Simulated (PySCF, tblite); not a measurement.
# C₄H₈NPSi₂: infrared bands and NMR shifts

What infrared bands and NMR shifts should C₄H₈NPSi₂ (`[SiH3]c1cpcc([SiH3])n1`) show?

Programs: tblite 0.8.0 and PySCF 2.14.0, with density-fitted response routines of our own. Each step states its level of theory. These are calculated values for one molecule in the gas phase, unless marked as measured. Atoms are numbered from 0 throughout.

## Step 1: Starting geometry

16 atoms, charge 0, multiplicity 1; geometry from: GFN2-xTB.

Bonds of the start (Å): Si0–C1 1.90, C1–C2 1.39, C2–P3 1.74, P3–C4 1.74, C4–C5 1.38, C5–Si6 1.90, C5–N7 1.33, N7–C1 1.33, Si0–H8 1.47, Si0–H9 1.46, Si0–H10 1.46, C2–H11 1.08, C4–H12 1.08, Si6–H13 1.46, Si6–H14 1.47, Si6–H15 1.46.

## Step 2: Harmonic vibrations with GFN2-xTB

Job settings and geometry (Å):

```
{"job": {"kind": "ir", "xc": "GFN2-xTB", "basis": "xTB"}, "charge": 0, "multiplicity": 1}
Si     2.608593    -0.861172     0.631537
C      1.161023     0.208114     0.029405
C      1.327667     1.479208    -0.495101
P      0.037171     2.494473    -1.056002
C     -1.285064     1.418256    -0.733509
C     -1.157496     0.153685    -0.183287
Si    -2.637873    -0.985645     0.149931
N     -0.007285    -0.407362     0.172359
H      3.849644    -0.104155     0.434821
H      2.630241    -2.092088    -0.155514
H      2.406885    -1.154034     2.048850
H      2.334767     1.873039    -0.561087
H     -2.280548     1.765607    -0.982183
H     -2.455979    -2.213057    -0.621874
H     -3.859216    -0.290169    -0.271351
H     -2.680129    -1.275755     1.581597
```

**Question.** This job is followed by: GIAO PBE0/pcSseg-1 NMR shielding, non-relativistic, gas phase. Predict these results of the whole session: strongest single infrared mode (GFN2-xTB); zero-point energy (GFN2-xTB); ¹³C shifts against TMS (PBE0/pcSseg-1, means over atoms taken as alike); ¹H shifts against TMS (PBE0/pcSseg-1, means over atoms taken as alike); ²⁹Si shifts against TMS (PBE0/pcSseg-1, means over atoms taken as alike); ³¹P shifts against H3PO4 (PBE0/pcSseg-1); ¹⁵N shifts against NH3 (PBE0/pcSseg-1).

The runs gave:

| quantity | value |
| --- | --- |
| strongest single infrared mode (GFN2-xTB) | 2285 cm⁻¹, 669 km/mol |
| zero-point energy (GFN2-xTB) | 60.6 kcal/mol |
| ¹³C shifts against TMS (PBE0/pcSseg-1, means over atoms taken as alike) | 167.6, 162.9 ppm |
| ¹H shifts against TMS (PBE0/pcSseg-1, means over atoms taken as alike) | 9.35, 4.60 ppm |
| ²⁹Si shifts against TMS (PBE0/pcSseg-1, means over atoms taken as alike) | -68.1 ppm |
| ³¹P shifts against H3PO4 (PBE0/pcSseg-1) | 256.4 ppm |
| ¹⁵N shifts against NH3 (PBE0/pcSseg-1) | 397.2 ppm |

The lowest mode is imaginary (22i cm⁻¹), so the xTB geometry is not a minimum. GFN2-xTB is a fitted tight-binding method: band positions and strengths are rough. Its intensities can rank the bands wrongly. NICS(1)zz of -25 ppm above the planar ring from C1 marks a diatropic (aromatic) ring current.
